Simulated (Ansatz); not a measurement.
**CH4OSSi: rotation by 180° about the O2–C3 bond**

Wanted: the energy profile along the rotation by 180° about the O2–C3 bond, from relaxed end points and a band of images. SMILES of the start: [SiH3]OC=S.

All numbers below are computed with Ansatz 0.2.0 (RKS PBE-D4/def2-SVP).

**1. The structure to begin with**

Bond lengths: Si1–O2 1.650 Å, O2–C3 1.308 Å, C3–S4 1.614 Å, Si1–H5 1.461 Å, Si1–H6 1.461 Å, Si1–H7 1.450 Å, C3–H8 1.091 Å. Angles: Si1–O2–C3 135.7°, O2–Si1–H5 108.4°, O2–Si1–H6 108.5°, O2–Si1–H7 99.0°, H5–Si1–H6 110.2°, H5–Si1–H7 115.0°, H6–Si1–H7 114.9°, O2–C3–S4 123.0°, O2–C3–H8 116.6°, S4–C3–H8 120.5°.

As a file:

```xyz
8

Si   -0.7625    0.9237    0.3923
O    -0.1380   -0.2849   -0.5409
C     0.8922   -1.0871   -0.4680
S     1.2196   -2.2009   -1.5890
H    -1.1212    0.3625    1.6930
H     0.2561    1.9591    0.5540
H    -1.8865    1.2985   -0.4437
H     1.5404   -0.9708    0.4022
```

**2. Relaxing end A**

input.yaml reads:

```yaml
crystal:
  periodic: [false, false, false]
  atoms:
    - { symbol: Si, position_ang: [-0.7625, 0.92369, 0.39227] }
    - { symbol: O, position_ang: [-0.13803, -0.28493, -0.54086] }
    - { symbol: C, position_ang: [0.89218, -1.08709, -0.46802] }
    - { symbol: S, position_ang: [1.21965, -2.20093, -1.58897] }
    - { symbol: H, position_ang: [-1.12124, 0.36248, 1.69299] }
    - { symbol: H, position_ang: [0.2561, 1.95912, 0.55404] }
    - { symbol: H, position_ang: [-1.88654, 1.2985, -0.44368] }
    - { symbol: H, position_ang: [1.54037, -0.97084, 0.40223] }
basis:
  gaussian: { orbitals: def2-SVP }
hamiltonian:
  xc: pbe
  dispersion: d4
relax:
  f_tol: 0.015
  max_steps: 40
```

Launch:

```sh
$ ansatz run input.yaml --threads 1 --pin off --max-ram 2048MiB --backend cpu --events-out ev --progress --plain --runs-dir out
```

Log, shortened:

```text
Warning: RAYON_NUM_THREADS=1 ignored (pool sized by the plan → 1); use --threads N
[...]
Functional definition: PBE
[...]
934 factors; their error is unknown
[...]
mean field -21841.34914919 eV, -802.6547766345 hartree, gradient 4.5e-5 eV, S^2 0.000000; 0 other end points of the search recorded, 0 dependent functions left out
[...]
reference -21841.34917945 eV, -802.6547777467 hartree; 24, 24 occupied and 60, 60 virtual orbitals, 934 factors
relax step   1: F+E_penalty+E_count = -21841.51395786 eV  Δ(F+E_penalty+E_count) = +0.000e0 eV  max|allowed force component| = 1.024e0 eV/Å  Δτ_max = 0.0000 Å  (25 SCF iters, accepted)
[...]
relax step   7: F+E_penalty+E_count = -21841.73839234 eV  Δ(F+E_penalty+E_count) = -8.099e-5 eV  max|allowed force component| = 1.961e-2 eV/Å  Δτ_max = 0.0088 Å  (31 SCF iters, accepted)
[...]
relax step   8: F+E_penalty+E_count = -21841.73868663 eV  Δ(F+E_penalty+E_count) = -2.943e-4 eV  max|allowed force component| = 4.471e-3 eV/Å  Δτ_max = 0.0374 Å  (28 SCF iters, accepted)
934 factors; their error is unknown
mean field -21841.57496147 eV, -802.6630750829 hartree, gradient 6.9e-6 eV, S^2 0.000000; 1 other end points of the search recorded, 0 dependent functions left out
[...]
reference -21841.57499120 eV, -802.6630761753 hartree; 24, 24 occupied and 60, 60 virtual orbitals, 934 factors
Total energy: -21841.73871635 eV, -802.6690929638 hartree
Atom 0 at    -0.765457     0.879092     0.376496 Å, force    -0.000843    -0.002853    -0.004471 eV/Å
Atom 1 at    -0.245775    -0.386378    -0.671888 Å, force    -0.001714     0.001141     0.003271 eV/Å
Atom 2 at     0.890710    -1.085404    -0.513939 Å, force     0.003524     0.001242     0.003374 eV/Å
Atom 3 at     1.346972    -2.315728    -1.475032 Å, force    -0.000737    -0.001593    -0.000745 eV/Å
Atom 4 at    -1.177170     0.294498     1.696037 Å, force    -0.004073    -0.001576     0.002604 eV/Å
Atom 5 at     0.357177     1.857907     0.570854 Å, force     0.003780    -0.000078     0.000447 eV/Å
Atom 6 at    -1.924043     1.502572    -0.329271 Å, force    -0.000705     0.001842    -0.000274 eV/Å
Atom 7 at     1.517575    -0.746560     0.346743 Å, force     0.000769     0.001875    -0.004206 eV/Å
Dipole moment:    -0.171033     0.532074     0.451687 e Å
```

Wall time 24 s (1 thread of an Arm CPU, shared host); peak memory 0.14 GiB.

Relaxation path:

```
step  energy from step 1 (eV)  largest force component (eV/Å)
   1                   0.0000                          1.0238
   2                  -0.1682                          0.6188
   3                  -0.1982                          0.3528
   4                  -0.2135                          0.5527
   5                  -0.2182                          0.3138
   6                  -0.2244                          0.0168
   7                  -0.2244                          0.0196
   8                  -0.2247                          0.0045
```

Step 1 is the start.

After: Bond lengths: Si1–O2 1.724 Å, O2–C3 1.344 Å, C3–S4 1.627 Å, Si1–H5 1.501 Å, Si1–H6 1.502 Å, Si1–H7 1.493 Å, C3–H8 1.117 Å. Angles: Si1–O2–C3 124.4°, O2–Si1–H5 109.4°, O2–Si1–H6 109.4°, O2–Si1–H7 104.7°, H5–Si1–H6 110.2°, H5–Si1–H7 111.4°, H6–Si1–H7 111.7°, O2–C3–S4 124.1°, O2–C3–H8 114.0°, S4–C3–H8 121.8°.

**3. Relaxing end B**

The second end starts from a geometry with the move made by hand.

input.yaml, as its differences from that of step 2:

```diff
@@ -6,3 +6,3 @@
     - { symbol: C, position_ang: [0.89218, -1.08709, -0.46802] }
-    - { symbol: S, position_ang: [1.21965, -2.20093, -1.58897] }
+    - { symbol: S, position_ang: [1.94932, -1.05136, 0.75083] }
     - { symbol: H, position_ang: [-1.12124, 0.36248, 1.69299] }
@@ -10,3 +10,3 @@
     - { symbol: H, position_ang: [-1.88654, 1.2985, -0.44368] }
-    - { symbol: H, position_ang: [1.54037, -0.97084, 0.40223] }
+    - { symbol: H, position_ang: [1.01258, -1.80179, -1.28393] }
 basis:
```

Launch:

```sh
$ ansatz run input.yaml --threads 1 --pin off --max-ram 2048MiB --backend cpu --events-out ev --progress --plain --runs-dir out
```

Log, shortened:

```text
Warning: RAYON_NUM_THREADS=1 ignored (pool sized by the plan → 1); use --threads N
[...]
[... 1 set-up line as earlier in the session ...]
[...]
934 factors; their error is unknown
[...]
mean field -21841.55002303 eV, -802.6621586118 hartree, gradient 5.4e-5 eV, S^2 0.000000; 0 other end points of the search recorded, 0 dependent functions left out
[...]
reference -21841.55005392 eV, -802.6621597471 hartree; 24, 24 occupied and 60, 60 virtual orbitals, 934 factors
relax step   1: F+E_penalty+E_count = -21841.72969997 eV  Δ(F+E_penalty+E_count) = +0.000e0 eV  max|allowed force component| = 2.278e0 eV/Å  Δτ_max = 0.0000 Å  (25 SCF iters, accepted)
[...]
relax step   6: F+E_penalty+E_count = -21842.06038714 eV  Δ(F+E_penalty+E_count) = -6.605e-3 eV  max|allowed force component| = 9.620e-2 eV/Å  Δτ_max = 0.0218 Å  (30 SCF iters, accepted)
[...]
reference -21841.87753914 eV, -802.6741946071 hartree; 24, 24 occupied and 60, 60 virtual orbitals, 934 factors
Total energy: -21842.06081136 eV, -802.6809297368 hartree
Atom 0 at    -0.708271     0.877197     0.385334 Å, force    -0.000998     0.008484     0.000485 eV/Å
Atom 1 at    -0.206419    -0.364018    -0.748834 Å, force     0.000424    -0.005995    -0.001940 eV/Å
Atom 2 at     0.878999    -1.078164    -0.469577 Å, force     0.000995    -0.002963    -0.004807 eV/Å
Atom 3 at     1.816180    -0.904688     0.865970 Å, force     0.001587    -0.002229     0.001451 eV/Å
Atom 4 at    -1.076109     0.272475     1.703617 Å, force     0.001019    -0.001487    -0.000329 eV/Å
Atom 5 at     0.336366     1.942487     0.498443 Å, force    -0.000599     0.000341     0.001029 eV/Å
Atom 6 at    -1.924133     1.399449    -0.316341 Å, force    -0.001413    -0.000327     0.000085 eV/Å
Atom 7 at     1.085257    -1.826119    -1.264972 Å, force    -0.001015     0.004176     0.004026 eV/Å
Dipole moment:    -0.215928     0.096830    -0.117492 e Å
```

Run time: 20 s. Hardware: 1 thread of an Arm CPU, shared host; peak memory 0.14 GiB.

The steps of the relaxation:

```
step  energy from step 1 (eV)  largest force component (eV/Å)
   1                   0.0000                          2.2783
   2                  -0.1921                          1.4503
   3                  -0.2731                          0.5965
   4                  -0.2905                          0.5024
   5                  -0.3241                          0.3126
   6                  -0.3307                          0.0962
   7                  -0.3311                          0.0085
```

Step 1 is the start.

After: Bond lengths: Si1–O2 1.755 Å, O2–C3 1.329 Å, C3–S4 1.641 Å, Si1–H5 1.496 Å, Si1–H6 1.496 Å, Si1–H7 1.498 Å, C3–H8 1.111 Å. Angles: Si1–O2–C3 118.5°, O2–Si1–H5 110.7°, O2–Si1–H6 110.7°, O2–Si1–H7 100.1°, H5–Si1–H6 113.1°, H5–Si1–H7 110.7°, H6–Si1–H7 110.7°, O2–C3–S4 125.5°, O2–C3–H8 111.3°, S4–C3–H8 123.2°.

**4. The band**

crystal.atoms is end A as relaxed above, and neb.final_atoms is end B, turned to lie on A. With 9 inner images the band has 11 in all.

input.yaml reads:

```yaml
crystal:
  periodic: [false, false, false]
  atoms:
    - { symbol: Si, position_ang: [-0.765457, 0.879092, 0.376496] }
    - { symbol: O, position_ang: [-0.245775, -0.386378, -0.671888] }
    - { symbol: C, position_ang: [0.89071, -1.085404, -0.513939] }
    - { symbol: S, position_ang: [1.346972, -2.315728, -1.475032] }
    - { symbol: H, position_ang: [-1.17717, 0.294498, 1.696037] }
    - { symbol: H, position_ang: [0.357177, 1.857907, 0.570854] }
    - { symbol: H, position_ang: [-1.924043, 1.502572, -0.329271] }
    - { symbol: H, position_ang: [1.517575, -0.74656, 0.346743] }
basis:
  gaussian: { orbitals: def2-SVP }
hamiltonian:
  xc: pbe
  dispersion: d4
neb:
  order_check: false
  images: 9
  f_tol: 0.03
  max_iterations: 60
  initial_path: idpp
  final_atoms:
    - { symbol: Si, position_ang: [-0.67018222, 0.83416019, 0.43178915] }
    - { symbol: O, position_ang: [-0.24648363, -0.24288892, -0.88701784] }
    - { symbol: C, position_ang: [0.77257162, -1.07965161, -0.72125953] }
    - { symbol: S, position_ang: [1.69364506, -1.20339818, 0.63092331] }
    - { symbol: H, position_ang: [-1.11153469, 0.05523238, 1.63068156] }
    - { symbol: H, position_ang: [0.45376807, 1.77740732, 0.72491624] }
    - { symbol: H, position_ang: [-1.82610171, 1.56170293, -0.18298486] }
    - { symbol: H, position_ang: [0.9343065, -1.70256513, -1.62704804] }
```

Launch:

```sh
$ ansatz run input.yaml --threads 1 --pin off --max-ram 2048MiB --backend cpu --events-out ev --progress --plain --runs-dir out
```

Log, shortened:

```text
Warning: RAYON_NUM_THREADS=1 ignored (pool sized by the plan → 1); use --threads N
[...]
[... 1 set-up line as earlier in the session ...]
[...]
934 factors; their error is unknown
[...]
mean field -21841.57495792 eV, -802.6630749523 hartree, gradient 3.8e-5 eV, S^2 0.000000; 0 other end points of the search recorded, 0 dependent functions left out
[...]
reference -21841.57498767 eV, -802.6630760457 hartree; 24, 24 occupied and 60, 60 virtual orbitals, 934 factors
934 factors; their error is unknown
[...]
mean field -21841.87751071 eV, -802.6741935622 hartree, gradient 4.7e-5 eV, S^2 0.000000; 0 other end points of the search recorded, 0 dependent functions left out
[...]
reference -21841.87754116 eV, -802.6741946813 hartree; 24, 24 occupied and 60, 60 virtual orbitals, 934 factors
NEB end point (image 0): max|allowed force component| = 4.544e-3 eV/Å (the criterion of neb.relax_end_points is 1.000e-2)
[...]
NEB iter  17: max|band force component| = 2.852e-2 eV/Å  barrier→ = 0.1263 eV  barrier← = 0.4484 eV  CI = image 4  Δτ_max = 0.0000 Å  (470 SCF iters)
Total energy: -21841.61243507 eV, -802.6644522123 hartree
Atom 0 at    -0.823948     0.826111     0.412126 Å, force     0.001396     0.000343    -0.003872 eV/Å
Atom 1 at    -0.039142    -0.161126    -0.731110 Å, force     0.000467     0.003406     0.006299 eV/Å
Atom 2 at     1.031814    -0.968174    -0.633487 Å, force    -0.003113    -0.002229    -0.002712 eV/Å
Atom 3 at     0.974613    -2.586440    -0.466179 Å, force     0.003775    -0.000775    -0.001271 eV/Å
Atom 4 at    -1.329717    -0.024728     1.540036 Å, force     0.000048    -0.000036     0.000335 eV/Å
Atom 5 at     0.135163     1.858324     0.938350 Å, force    -0.000020     0.000511     0.000085 eV/Å
Atom 6 at    -1.943957     1.468890    -0.339705 Å, force    -0.000729     0.000062    -0.000335 eV/Å
Atom 7 at     1.995163    -0.412858    -0.720032 Å, force    -0.001823    -0.001281     0.001472 eV/Å
Dipole moment:    -0.059133     0.518396     0.165865 e Å
this run last wrote the band of iteration 17 to <dir>
```

Run time: 5.7 min. Hardware: 1 thread of an Arm CPU, shared host; peak memory 0.12 GiB.

**5. What the band shows**

The 9 inner images lie between the fixed ends 0 and 10. Energy is taken from image 0, and the path length is the program's own coordinate along the band.

```
image  path (Å)  energy (eV)  dihedral Si1–O2–C3–S4 (°)  band force (eV/Å)
    0     0.000       0.0000                        178                  -
    1     0.544      -0.0052                        177              0.011
    2     1.089       0.0118                        158              0.027
    3     1.633       0.0809                        130              0.029
   4*     2.178       0.1263                        100              0.006
    5     2.701       0.0650                         66              0.010
    6     3.225      -0.0840                         29              0.019
    7     3.749      -0.1538                          5              0.028
    8     4.272      -0.1949                          3              0.005
    9     4.796      -0.2722                          3              0.028
   10     5.320      -0.3221                          0                  -
```

The star marks the climbing image.

image, energy (eV) and a bar:
```
        0      0.000 ######################
        1     -0.005 #####################
        2      0.012 ######################
        3      0.081 ###########################
        4      0.126 ##############################
        5      0.065 ##########################
        6     -0.084 ################
        7     -0.154 ###########
        8     -0.195 #########
        9     -0.272 ###
       10     -0.322
```

The top of the band by iteration:

```
iteration  highest image above image 0 (eV)  largest band force (eV/Å)
        1                            0.2009                      1.111
        3                            0.5514                      1.758
        5                            0.1313                      0.490
        7                            0.1313                      0.301
        9                            0.1289                      0.204
       11                            0.1272                      0.584
       13                            0.1265                      0.090
       15                            0.1263                      0.376
       17                            0.1263                      0.029
```

Positions of all images (Å):

```xyz
8
image=0 dE=0.0000
Si   -0.765    0.879    0.376
O    -0.246   -0.386   -0.672
C     0.891   -1.085   -0.514
S     1.347   -2.316   -1.475
H    -1.177    0.294    1.696
H     0.357    1.858    0.571
H    -1.924    1.503   -0.329
H     1.518   -0.747    0.347
8
image=1 dE=-0.0052
Si   -0.797    0.844    0.409
O    -0.310   -0.520   -0.520
C     0.921   -1.059   -0.538
S     1.321   -2.392   -1.379
H    -1.365    0.368    1.712
H     0.401    1.722    0.646
H    -1.838    1.538   -0.409
H     1.666   -0.500    0.078
8
image=2 dE=0.0118
Si   -0.808    0.837    0.418
O    -0.277   -0.485   -0.539
C     0.951   -1.028   -0.579
S     1.257   -2.545   -1.080
H    -1.440    0.271    1.654
H     0.366    1.705    0.777
H    -1.810    1.578   -0.407
H     1.760   -0.334   -0.244
8
image=3 dE=0.0809
Si   -0.813    0.842    0.407
O    -0.170   -0.326   -0.662
C     0.990   -1.001   -0.602
S     1.117   -2.615   -0.768
H    -1.383    0.110    1.586
H     0.257    1.797    0.861
H    -1.881    1.543   -0.367
H     1.883   -0.348   -0.456
8
image=4 dE=0.1263
Si   -0.824    0.826    0.412
O    -0.039   -0.161   -0.731
C     1.032   -0.968   -0.633
S     0.975   -2.586   -0.466
H    -1.330   -0.025    1.540
H     0.135    1.858    0.938
H    -1.944    1.469   -0.340
H     1.995   -0.413   -0.720
8
image=5 dE=0.0650
Si   -0.839    0.804    0.432
O     0.125    0.014   -0.731
C     1.068   -0.938   -0.668
S     0.869   -2.493   -0.221
H    -1.284   -0.128    1.519
H     0.006    1.907    1.003
H    -1.995    1.370   -0.329
H     2.049   -0.536   -1.004
8
image=6 dE=-0.0840
Si   -0.833    0.783    0.458
O     0.318    0.191   -0.676
C     1.083   -0.903   -0.702
S     0.784   -2.364   -0.035
H    -1.212   -0.218    1.503
H    -0.136    1.964    1.066
H    -2.016    1.235   -0.341
H     2.011   -0.688   -1.274
8
image=7 dE=-0.1538
Si   -0.815    0.767    0.476
O     0.387    0.275   -0.677
C     1.074   -0.868   -0.727
S     0.910   -2.189    0.223
H    -1.214   -0.315    1.425
H    -0.197    1.929    1.191
H    -1.968    1.219   -0.364
H     1.823   -0.818   -1.548
8
image=8 dE=-0.1949
Si   -0.829    0.734    0.468
O     0.273    0.226   -0.780
C     1.070   -0.842   -0.741
S     1.170   -1.971    0.440
H    -1.308   -0.384    1.335
H    -0.120    1.790    1.261
H    -1.950    1.331   -0.323
H     1.695   -0.883   -1.659
8
image=9 dE=-0.2722
Si   -0.840    0.687    0.457
O     0.146    0.147   -0.880
C     1.062   -0.809   -0.751
S     1.389   -1.669    0.604
H    -1.408   -0.441    1.253
H    -0.030    1.626    1.298
H    -1.920    1.425   -0.272
H     1.602   -0.964   -1.709
8
image=10 dE=-0.3221
Si   -0.703    0.846    0.349
O    -0.219   -0.321   -0.869
C     0.819   -1.111   -0.615
S     1.712   -1.098    0.761
H    -1.149    0.153    1.598
H     0.387    1.843    0.588
H    -1.865    1.487   -0.346
H     1.019   -1.799   -1.464
```

**6. Frequencies at the highest image**

The geometry is the highest inner image of the first converged band.

input.yaml reads:

```yaml
crystal:
  periodic: [false, false, false]
  atoms:
    - { symbol: Si, position_ang: [-0.823948, 0.826111, 0.412126] }
    - { symbol: O, position_ang: [-0.039142, -0.161126, -0.73111] }
    - { symbol: C, position_ang: [1.031814, -0.968174, -0.633487] }
    - { symbol: S, position_ang: [0.974613, -2.58644, -0.466179] }
    - { symbol: H, position_ang: [-1.329717, -0.024728, 1.540036] }
    - { symbol: H, position_ang: [0.135163, 1.858324, 0.93835] }
    - { symbol: H, position_ang: [-1.943957, 1.46889, -0.339705] }
    - { symbol: H, position_ang: [1.995163, -0.412858, -0.720032] }
basis:
  gaussian: { orbitals: def2-SVP }
hamiltonian:
  xc: pbe
  dispersion: d4
phonons: {}
```

Launch:

```sh
$ ansatz run input.yaml --threads 1 --pin off --max-ram 2048MiB --backend cpu --events-out ev --progress --plain --runs-dir out
```

Log, shortened:

```text
Warning: RAYON_NUM_THREADS=1 ignored (pool sized by the plan → 1); use --threads N
[...]
[... 1 set-up line as earlier in the session ...]
[...]
934 factors; their error is unknown
[...]
mean field -21841.44526345 eV, -802.6583087684 hartree, gradient 1.3e-5 eV, S^2 0.000000; 0 other end points of the search recorded, 0 dependent functions left out
[...]
reference -21841.44529409 eV, -802.6583098943 hartree; 24, 24 occupied and 60, 60 virtual orbitals, 934 factors
[...]
934 factors; their error is unknown
mean field -21841.44513720 eV, -802.6583041287 hartree, gradient 5.8e-7 eV, S^2 0.000000; 0 other end points of the search recorded, 0 dependent functions left out
[...]
reference -21841.44516784 eV, -802.6583052548 hartree; 24, 24 occupied and 60, 60 virtual orbitals, 934 factors
[...]
934 factors; their error is unknown
mean field -21841.44519609 eV, -802.6583062929 hartree, gradient 5.4e-7 eV, S^2 0.000000; 0 other end points of the search recorded, 0 dependent functions left out
[...]
WARN: phonons: modes at or below zero, which the zero-point energy, F, S and C_V leave out: 1, the lowest at -126.94 cm⁻¹. A minimum has none, and a first-order saddle one
[...]
Total energy: -21841.61245658 eV, -802.6644530025 hartree
Atom 0 at    -0.823948     0.826111     0.412126 Å, force     0.001337     0.000312    -0.003830 eV/Å
Atom 1 at    -0.039142    -0.161126    -0.731110 Å, force     0.000381     0.003471     0.005962 eV/Å
Atom 2 at     1.031814    -0.968174    -0.633487 Å, force    -0.003040    -0.002235    -0.002627 eV/Å
Atom 3 at     0.974613    -2.586440    -0.466179 Å, force     0.003741    -0.000818    -0.001203 eV/Å
Atom 4 at    -1.329717    -0.024728     1.540036 Å, force     0.000102    -0.000000     0.000377 eV/Å
Atom 5 at     0.135163     1.858324     0.938350 Å, force    -0.000041     0.000526     0.000189 eV/Å
Atom 6 at    -1.943957     1.468890    -0.339705 Å, force    -0.000725     0.000046    -0.000320 eV/Å
Atom 7 at     1.995163    -0.412858    -0.720032 Å, force    -0.001755    -0.001301     0.001452 eV/Å
Dipole moment:    -0.059136     0.518396     0.165860 e Å
Vibrations: -126.94 91.07 142.06 427.95 666.40 697.69 725.26 870.28 899.44 911.77 930.54 1009.83 1264.86 1340.19 2169.14 2189.44 2227.27 2975.43 cm⁻¹, zero-point energy 1.211240 eV
```

Run time: 63 s. Hardware: 1 thread of an Arm CPU, shared host; peak memory 0.11 GiB.

Of 18 modes, 1 is imaginary by more than 30 cm⁻¹ (127i cm⁻¹).

**7. Summary of results**

| quantity | value |
| --- | --- |
| end A | 7 moves, 0.225 eV lower |
| end B | 6 moves, 0.331 eV lower |
| barrier forwards | 0.13 eV |
| barrier backwards | 0.45 eV |
| second end relative to first | -0.322 eV |
| highest image | 4 of 0 to 10, climbing |
| band iterations | 17 |
| imaginary modes at the top | 127i cm⁻¹ |

What this shows: The barrier from the first end is 0.13 eV, 5 times kT at 300 K. The second end lies 0.32 eV below the first, so the way back costs 0.45 eV. The listed dihedral goes from 178° at end A through 100° at the highest image to 0° at end B. One imaginary mode, as a first-order saddle point has. These are electronic energies, with no zero-point or thermal terms.
